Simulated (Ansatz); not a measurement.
# Cl2FHOSi: one species, many methods

The task here is to estimate one member of a computed series from the others.

Method: functionals in def2-TZVPP, the program's frozen cores in correlated methods; program: Ansatz 0.2.0, Gaussian basis.

Levels to be run: LDA (SPW92), PBE-D4, revPBE-D4, BLYP-D4, r2SCAN-D4, B97M-V, PBE0-D4, B3LYP-D4, r2SCANh-D4, r2SCAN0-D4, HSE06-D4, BHLYP-D4, CAM-B3LYP-D4, LC-ωPBE, ωB97X-V, ωB97M-V, B2PLYP, PBE-QIDH; CCSD(T)/def2-SVP; CCSD(T)/def2-TZVPP; MP2/def2-QZVPP; extrapolation to the limit; RPA on PBE.

### Structure used throughout

The geometry comes from an earlier relaxation with PBE0-D4 in a triple-zeta def2 set; it is a stationary point.

SMILES `O[Si](F)(Cl)Cl`, 6 atoms, charge 0, spin multiplicity 1.

Atoms are counted from 1 here; the program's logs count them from 0.

Bond lengths: O1–Si2 1.612 Å, O1–H6 0.959 Å, Si2–F3 1.579 Å, Si2–Cl4 2.026 Å, Si2–Cl5 2.011 Å. Angles: Si2–O1–H6 118.9°, O1–Si2–F3 111.1°, O1–Si2–Cl4 111.7°, O1–Si2–Cl5 107.7°, F3–Si2–Cl4 106.7°, F3–Si2–Cl5 108.3°, Cl4–Si2–Cl5 111.3°.

Set-up of the first run:

The input, in.yaml:

```yaml
crystal:
  periodic: [false, false, false]
  atoms:
    - {symbol: O, position_ang: [-0.507699, 0.453737, 1.122505]}
    - {symbol: Si, position_ang: [0.219516, 0.013385, -0.247354]}
    - {symbol: F, position_ang: [1.583204, -0.726718, 0.044407]}
    - {symbol: Cl, position_ang: [-0.921330, -1.272913, -1.319612]}
    - {symbol: Cl, position_ang: [0.618049, 1.683921, -1.294514]}
    - {symbol: H, position_ang: [-0.949640, -0.215511, 1.648468]}
basis:
  gaussian: {orbitals: def2-TZVPP}
hamiltonian: {xc: lda}
output: {orbitals: {seedname: orbitals}}
```

Steps of the session up to this table: LDA; PBE-D4 (GGA); revPBE-D4 (GGA); BLYP-D4 (GGA); r2SCAN-D4 (meta-GGA); B97M-V (meta-GGA); PBE0-D4 (hybrid); B3LYP-D4 (hybrid); r2SCANh-D4 (hybrid); r2SCAN0-D4 (hybrid); HSE06-D4 (hybrid); BHLYP-D4 (hybrid); CAM-B3LYP-D4 (range-separated); LC-ωPBE-D4 (range-separated; the results give it without D4); ωB97X-V (range-separated); ωB97M-V (range-separated); B2PLYP (double hybrid); PBE-QIDH (double hybrid).

One of the session's tables, all rows but one given; the rest of the session is left out.

It belongs to the step «Frontier levels by functional». 

| functional | HOMO (eV) | gap (eV) |
| --- | --- | --- |
| LDA (SPW92) | -8.27 | 7.22 |
| PBE-D4 | -8.12 | 7.31 |
| revPBE-D4 | -8.06 | 7.36 |
| BLYP-D4 | -7.94 | 7.16 |
| r2SCAN-D4 | -8.51 | 8.27 |
| B97M-V | -8.60 | 8.22 |
| PBE0-D4 | -9.59 | 9.77 |
| B3LYP-D4 | -9.29 | 9.11 |
| r2SCANh-D4 | -9.04 | 9.13 |
| r2SCAN0-D4 | -9.84 | 10.40 |
| HSE06-D4 | ? | ? |
| BHLYP-D4 | -10.88 | 11.85 |
| CAM-B3LYP-D4 | -10.96 | 12.02 |
| LC-ωPBE | -12.42 | 14.85 |
| ωB97X-V | -12.02 | 14.26 |
| ωB97M-V | -11.84 | 13.66 |

Estimate the missing values for HSE06-D4.

**Answer.** HOMO (eV): -9.18; gap (eV): 8.99. In the column «HOMO (eV)» it lies between B3LYP-D4 (-9.29) and r2SCANh-D4 (-9.04).
